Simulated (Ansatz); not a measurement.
**Ag: a tetragonal deformation path**

One table from this session's results is given with a row withheld; the runs are named, their logs left out.

Computed with Ansatz 0.2.0 (DFT r2SCAN, scalar-relativistic, plane waves, PAW, unless a step's input says otherwise).

**The starting structure**

The structure is cubic, space group Im-3m (No. 229). Conventional cell: a = 3.311 Å, b = 3.311 Å, c = 3.311 Å, α = 90.00°, β = 90.00°, γ = 90.00°. Ag (site symmetry m-3m) has 8 Ag at 2.87 Å as nearest neighbours.

As a file:

```
CELL_PARAMETERS angstrom
-1.65565 1.65565 1.65565
1.65565 -1.65565 1.65565
1.65565 1.65565 -1.65565
ATOMIC_POSITIONS crystal
Ag 0.00000 0.00000 0.00000
```

It goes back to an entry of the Materials Project, which need not be the stable form.

The cell is taken as given, not relaxed at this level.

The first run:

Input file input.yaml:

```yaml
crystal:
  lattice:
    - [-1.655654, 1.655654, 1.655654]
    - [1.655654, -1.655654, 1.655654]
    - [1.655654, 1.655654, -1.655654]
  atoms:
    - { symbol: Ag, position: [0.0, 0.0, 0.0] }
basis:
  ecutwfc: 500
kpoints:
  mp_grid: { grid: [22, 22, 22] }
hamiltonian:
  xc: r2scan
scf:
  occupations: { method: gaussian, width: 0.15 }
output:
  forces: true
  stress: true
  eigenvalues: true
  write_density: true
  write_potential: true
  elf: true
  volumetric_format: npy
```

Command:

```bash
$ ansatz run input.yaml --threads 1 --pin off --max-ram 2560MiB --backend cpu --events-out ev --progress --plain --runs-dir out
```

Steps of the session up to this table: The undisturbed cell; ρ = 0.707; At ρ = 1.414; ρ = 0.850; Point ρ = 1.200; At ρ = 0.780; ρ = 1.300; Point ρ = 0.920; Point ρ = 1.100; ρ = 0.650; At ρ = 1.500; At ρ = 0.960; Point ρ = 1.050.

One of the session's tables, all rows but one given; the rest of the session is left out.

Collected from the runs (energy zero: the undisturbed cell):

| ρ | ΔE (meV/atom) | pressure (GPa) |
| --- | --- | --- |
| 0.650 | 296.9 | 7.1 |
| 0.707 | 110.5 | 1.2 |
| 0.780 | 20.4 | -2.3 |
| 0.850 | -1.5 | -3.4 |
| 0.920 | -2.2 | -3.6 |
| 0.960 | -0.8 | -3.6 |
| 1.000 | 0.0 | -3.6 |
| 1.050 | -0.9 | -3.6 |
| 1.100 | ? | ? |
| 1.200 | -14.4 | -3.9 |
| 1.300 | -24.9 | -4.2 |
| 1.414 | -31.4 | -4.4 |
| 1.500 | -26.6 | -4.3 |

**Question.** Estimate the row for ρ = 1.100.

Worked estimate for «ΔE (meV/atom)». A straight line through the neighbours (1.050, -0.9) and (1.200, -14.4) gives -0.9 + (-14.4 + 0.9) × (1.100 − 1.050) / (1.200 − 1.050) = -5.4; a parabola fitted to 4 rows on both sides gives -5.2.

**Answer.** ΔE (meV/atom): -4.2; pressure (GPa): -3.7. In «ΔE (meV/atom)» the line misses by -1.2 and the parabola by -1.0.
